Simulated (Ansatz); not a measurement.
# CH₅ClN₂Si₂: small, medium and large basis sets

The task here is to estimate one member of a computed series from the others.

Program: Ansatz 0.2.0, Gaussian basis. Level of theory: one geometry, several basis sets. These are calculated values, not measurements.

The runs, in order: PBE0-D4/def2-SVP; ωB97M-V/def2-SVP; PBE0-D4/def2-QZVPP; ωB97M-V/def2-QZVPP; the functionals' def2-TZVPP values are taken from earlier runs.

## The geometry

All runs share one geometry, relaxed beforehand with PBE0-D4 in a triple-zeta def2 set.

SMILES `N=C1N([SiH3])[SiH]1Cl`, 11 atoms, charge 0, spin multiplicity 1.

Atoms are counted from 1 here; the program's logs count them from 0.

Bond lengths: N1–C2 1.254 Å, N1–H7 1.022 Å, C2–N3 1.417 Å, C2–Si5 1.804 Å, N3–Si4 1.739 Å, N3–Si5 1.722 Å, Si4–H8 1.485 Å, Si4–H9 1.482 Å, Si4–H10 1.485 Å, Si5–Cl6 2.032 Å, Si5–H11 1.474 Å. Angles: C2–N1–H7 112.6°, N1–C2–N3 137.9°, N1–C2–Si5 158.8°, N3–C2–Si5 63.3°, C2–N3–Si4 134.2°, C2–N3–Si5 69.4°, Si4–N3–Si5 156.3°, N3–Si4–H8 109.7°, N3–Si4–H9 107.1°, N3–Si4–H10 110.3°, H8–Si4–H9 110.5°, H8–Si4–H10 108.8°, H9–Si4–H10 110.3°, C2–Si5–N3 47.3°, C2–Si5–Cl6 123.4°, C2–Si5–H11 126.4°, N3–Si5–Cl6 118.7°, N3–Si5–H11 119.1° and more.

As a file:

```xyz
11

N     1.1934    0.3003   -1.9865
C     0.1554    0.2274   -1.2864
N    -0.1891   -0.0700    0.0555
Si    0.7219   -0.4767    1.4804
Si   -1.5955    0.3172   -0.8598
Cl   -2.5640    2.0610   -0.4721
H     2.0412    0.0913   -1.4555
H     1.5500   -1.6813    1.2180
H    -0.2550   -0.7452    2.5613
H     1.6160    0.6465    1.8597
H    -2.6087   -0.7277   -1.0941
```

Set-up of the first run:

Contents of in.yaml:

```yaml
crystal:
  periodic: [false, false, false]
  atoms:
    - {symbol: N, position_ang: [1.193375, 0.300307, -1.986463]}
    - {symbol: C, position_ang: [0.155353, 0.227403, -1.286394]}
    - {symbol: N, position_ang: [-0.189122, -0.069972, 0.055536]}
    - {symbol: Si, position_ang: [0.721879, -0.476748, 1.480365]}
    - {symbol: Si, position_ang: [-1.595511, 0.317233, -0.859811]}
    - {symbol: Cl, position_ang: [-2.563973, 2.061004, -0.472131]}
    - {symbol: H, position_ang: [2.041207, 0.091259, -1.455457]}
    - {symbol: H, position_ang: [1.549983, -1.681299, 1.218046]}
    - {symbol: H, position_ang: [-0.255010, -0.745237, 2.561342]}
    - {symbol: H, position_ang: [1.615953, 0.646515, 1.859712]}
    - {symbol: H, position_ang: [-2.608734, -0.727666, -1.094146]}
basis:
  gaussian: {orbitals: def2-SVP}
hamiltonian: {xc: pbe0, dispersion: d4}
output: {orbitals: {seedname: orbitals}}
```

Among the steps run: PBE0-D4 in def2-SVP; ωB97M-V in def2-SVP; PBE0-D4 in def2-QZVPP; ωB97M-V in def2-QZVPP.

One table of the session follows, with a row left open; its other results are not shown here.

It belongs to the step «Functionals by basis». 

| functional | basis | HOMO (eV) |
| --- | --- | --- |
| PBE0-D4 | def2-SVP | -7.13 |
| PBE0-D4 | def2-TZVPP | ? |
| PBE0-D4 | def2-QZVPP | -7.35 |
| ωB97M-V | def2-SVP | -9.30 |
| ωB97M-V | def2-TZVPP | -9.52 |
| ωB97M-V | def2-QZVPP | -9.56 |

Q: Estimate the row for PBE0-D4, def2-TZVPP from the others.

**Answer.** HOMO (eV): -7.32. In the column «HOMO (eV)» it lies between PBE0-D4, def2-QZVPP (-7.35) and PBE0-D4, def2-SVP (-7.13).
